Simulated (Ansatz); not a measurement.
# NbClF₄: up Jacob's ladder to CCSD(T)

The task here is to estimate one member of a computed series from the others.

The runs use Ansatz 0.2.0, Gaussian basis; functionals in def2-TZVPP, the program's frozen cores in correlated methods.

Levels to be run: LDA (SPW92), PBE-D4, revPBE-D4, BLYP-D4, r2SCAN-D4, B97M-V, PBE0-D4, B3LYP-D4, r2SCANh-D4, r2SCAN0-D4, HSE06-D4, BHLYP-D4, CAM-B3LYP-D4, LC-ωPBE, ωB97X-V, ωB97M-V, B2PLYP, PBE-QIDH; CCSD(T)/def2-SVP; CCSD(T)/def2-TZVPP; MP2/def2-QZVPP; extrapolation to the limit; RPA on PBE.

1 further run of the same task is left out (for a known fault of the program).

## The relaxed structure

All runs share one geometry, relaxed beforehand with PBE0-D4 in a triple-zeta def2 set. Nb takes the def2 core potential; no spin-orbit term is included.

SMILES `[F][Nb]([F])([F])([F])[Cl]`, 6 atoms, charge 0, spin multiplicity 1.

Atoms are counted from 1 here; the program's logs count them from 0.

Bond lengths: F1–Nb2 1.862 Å, Nb2–F3 1.835 Å, Nb2–F4 1.835 Å, Nb2–F5 1.862 Å, Nb2–Cl6 2.251 Å. Angles: F1–Nb2–F3 87.5°, F1–Nb2–F4 87.5°, F1–Nb2–F5 168.8°, F1–Nb2–Cl6 95.6°, F3–Nb2–F4 127.6°, F3–Nb2–F5 87.5°, F3–Nb2–Cl6 116.2°, F4–Nb2–F5 87.5°, F4–Nb2–Cl6 116.2°, F5–Nb2–Cl6 95.6°.

Coordinates:

```xyz
6
ClF4Nb
F    -0.8569   -1.4549    0.8014
Nb    0.0280   -0.0431   -0.0305
F     1.5791   -0.6814    0.7126
F    -0.7637   -0.5741   -1.5979
F     1.0828    1.1071   -1.0468
Cl   -1.0274    1.5823    1.1152
```

The first run:

in.yaml

```yaml
crystal:
  periodic: [false, false, false]
  atoms:
    - {symbol: F, position_ang: [-0.856888, -1.454863, 0.801365]}
    - {symbol: Nb, position_ang: [0.028048, -0.043094, -0.030531]}
    - {symbol: F, position_ang: [1.579144, -0.681409, 0.712572]}
    - {symbol: F, position_ang: [-0.763667, -0.574138, -1.597921]}
    - {symbol: F, position_ang: [1.082832, 1.107083, -1.046789]}
    - {symbol: Cl, position_ang: [-1.027369, 1.582321, 1.115204]}
basis:
  gaussian: {orbitals: def2-TZVPP}
hamiltonian: {xc: lda}
output: {orbitals: {seedname: orbitals}}
```

Run with:

```sh
> ansatz run in.yaml --threads 4 --pin off --events-out ev --progress --plain --max-ram 10444MiB
```

Among the steps run: LDA; PBE-D4 (GGA); revPBE-D4 (GGA); BLYP-D4 (GGA); r2SCAN-D4 (meta-GGA); B97M-V (meta-GGA); B3LYP-D4 (hybrid); r2SCANh-D4 (hybrid); r2SCAN0-D4 (hybrid); HSE06-D4 (hybrid); BHLYP-D4 (hybrid); CAM-B3LYP-D4 (range-separated); LC-ωPBE (range-separated); ωB97X-V (range-separated); ωB97M-V (range-separated); B2PLYP (double hybrid); PBE-QIDH (double hybrid).

One of the session's tables, all rows but one given; the rest of the session is left out.

It belongs to the step «Orbital energies across the functionals». 

```
  functional  HOMO (eV)  LUMO (eV)  gap (eV)
 LDA (SPW92)      -9.25      -4.52      4.74
      PBE-D4      -9.04      -4.26      4.78
   revPBE-D4      -8.96      -4.16      4.80
     BLYP-D4      -8.90      -4.17      4.73
   r2SCAN-D4      -9.47      -4.27      5.20
      B97M-V      -9.55      -4.22      5.34
     PBE0-D4     -10.61      -3.61      7.00
    B3LYP-D4     -10.32      -3.83      6.49
  r2SCANh-D4     -10.04      -4.01      6.03
  r2SCAN0-D4     -10.90      -3.60      7.30
    HSE06-D4     -10.20      -3.98      6.22
    BHLYP-D4          ?          ?         ?
CAM-B3LYP-D4     -12.00      -2.52      9.48
     LC-ωPBE     -13.37      -1.29     12.07
     ωB97X-V     -13.00      -1.37     11.63
     ωB97M-V     -12.87      -1.40     11.47
```

Q: Estimate the row for BHLYP-D4 from the others.

Worked estimate for «HOMO (eV)». Against the share of exact exchange, BLYP-D4 (0, -8.90), B3LYP-D4 (0.2, -10.32) give a slope of -7.10 per unit share; at 0.5 the line stands at -12.45.

**Answer.** HOMO (eV): -12.03; LUMO (eV): -2.77; gap (eV): 9.25. In «HOMO (eV)» the line misses by -0.42.
